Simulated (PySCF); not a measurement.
# C3H5BClN: the cost of one run

Programs: PySCF 2.14.0, with density-fitted response routines of our own. Each step states its level of theory. These are calculated values for one molecule in the gas phase, unless marked as measured. Atoms count from 0, in the outputs and in this text.

## (1) The starting structure

11 atoms, charge 0, multiplicity 1; geometry from: GFN2-xTB. The atoms were then displaced at random by about 0.01 Å, so the start is not that level's minimum.

Bonds of the start (Å): C0–C1 1.17, C1–C2 1.43, C2–B3 1.65, B3–N4 1.37, B3–Cl5 1.72, C0–H6 1.06, C2–H7 1.10, C2–H8 1.09, N4–H9 1.00, N4–H10 1.00.

## (2) Relaxing the molecule at PBE0-D3(BJ)/def2-SVP

Job settings and geometry (Å):

```
{"job": {"xc": "PBE0", "basis": "def2-SVP", "d3": "d3bj", "grid": 1, "shake": 0.01, "kind": "geom"}, "charge": 0, "multiplicity": 1}
C     -1.910290     0.641890    -1.186010
C     -1.332440     0.310430    -0.220470
C     -0.575090    -0.117920     0.919300
B      1.025940    -0.336340     0.594490
N      1.502780    -0.141060    -0.678210
Cl     2.072230    -0.851420     1.856190
H     -2.482020     0.975610    -2.020170
H     -0.652780     0.633670     1.717390
H     -0.996790    -1.035050     1.332760
H      2.469640    -0.266160    -0.904560
H      0.916930     0.160520    -1.426390
```

Run with:

```sh
$ OMP_NUM_THREADS=1 python probes_run.py task.json out
```

One launch serves the whole session: the jobs run in the order shown.

**Question.** How long does this first job take on 1 thread of Arm Neoverse V1, shared host, and how much memory does it need?

About 43 s, with a peak of 0.45 GiB.
